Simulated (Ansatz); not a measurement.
Be3Co, space group I4/mmm: a fixed-spin-moment curve, run with the Ansatz DFT code, driven from Python.

Contents of `be3co.extxyz`:
```text
4
Lattice="-1.54621363 1.54621363 3.49377301 1.54621363 -1.54621363 3.49377301 1.54621363 1.54621363 -3.49377301" Properties=species:S:1:pos:R:3 pbc="T T T"
Be    0.00000000    1.54621363    1.74688650
Be    1.54621363    0.00000000    1.74688650
Be    0.00000000    0.00000000    3.49377301
Co    0.00000000    0.00000000    0.00000000
```

Script `be3co.py`:
```python
'''Fixed-spin-moment curve of Be3Co.'''

import logging
import sys

import ansatz as az

logging.basicConfig(stream=sys.stdout, format='%(name)s: %(message)s')
logger = logging.getLogger('be3co')
logger.setLevel(logging.INFO)

SMEARING = 'cold'
SIGMA = 0.15
XC = 'lda'

crystal = az.Crystal.from_extxyz('be3co.extxyz')

model = crystal.calculation()
model = model.kpoints(10).occupations(SMEARING, width=SIGMA)
model = model.functional(XC).basis(17 * az.Ha)
# a hard lock holds the total moment, with one Fermi level a spin
rows = []
for total in [0.0, 0.5, 1.0, 1.5, 2.0, 2.5, 3.0]:
    report = model.spin('collinear', total=total, lock='hard').run().report
    up, down = report['spin_fermi_energies_ev']
    rows.append((total, report['free_energy_ev'], up - down, report['absolute_magnetization_mub']))
reference = rows[0][1]
rows = [(m, 1000 * (e - reference), split, size) for m, e, split, size in rows]
logger.info('     total muB    F - F(0) meV  EF up - down eV    absolute muB')
for row in rows:
    logger.info(f'{str(row[0]):>14s}  {row[1]:14.2f}  {row[2]:15.4f}  {row[3]:14.3f}')
best = min(rows, key=lambda row: row[1])
logger.info(f'lowest at {best[0]} muB per cell, {best[1]:.1f} meV against the first point')
```

At which total moment is the energy lowest, and how steeply does it rise?

The lowest point lies at 0 μB a cell, the first of the scan; at 3 μB the energy is 2315 meV above the lowest.

The run itself:

Output of `python be3co.py`:
```text
RunWarning: this spin-polarised run has no starting moment large enough to seed its density, and nothing else in its deck makes the two spin channels differ, so an SCF from that start keeps the [...]
be3co:      total muB    F - F(0) meV  EF up - down eV    absolute muB
be3co:            0.0            0.00           0.0000           0.000
be3co:            0.5           30.19           0.2038           0.513
be3co:            1.0          131.12           0.6925           1.013
be3co:            1.5          441.66           1.5835           1.500
be3co:            2.0          899.47           2.0691           2.000
be3co:            2.5         1492.44           2.6972           2.500
be3co:            3.0         2314.59           4.1083           3.000
be3co: lowest at 0.0 muB per cell, 0.0 meV against the first point
```
(Warnings from the package without file and line, shortened.)

The mesh is modest for a metal, so energies can be off by several to tens of meV an atom and pressures by half a GPa or more; differences at equal mesh fare better. This cell is a computed structure, which may not be the phase found in nature. Only points where the Fermi levels of the two spins meet (minima, maxima and zero moment) are free solutions; a shallow minimum can lie between the points. Hardware and time: 62 s on 1 thread of Arm Neoverse V2, on a shared host, peak memory 0.45 GiB.

(Lines on the test bed's own set-up are left out of the output.)
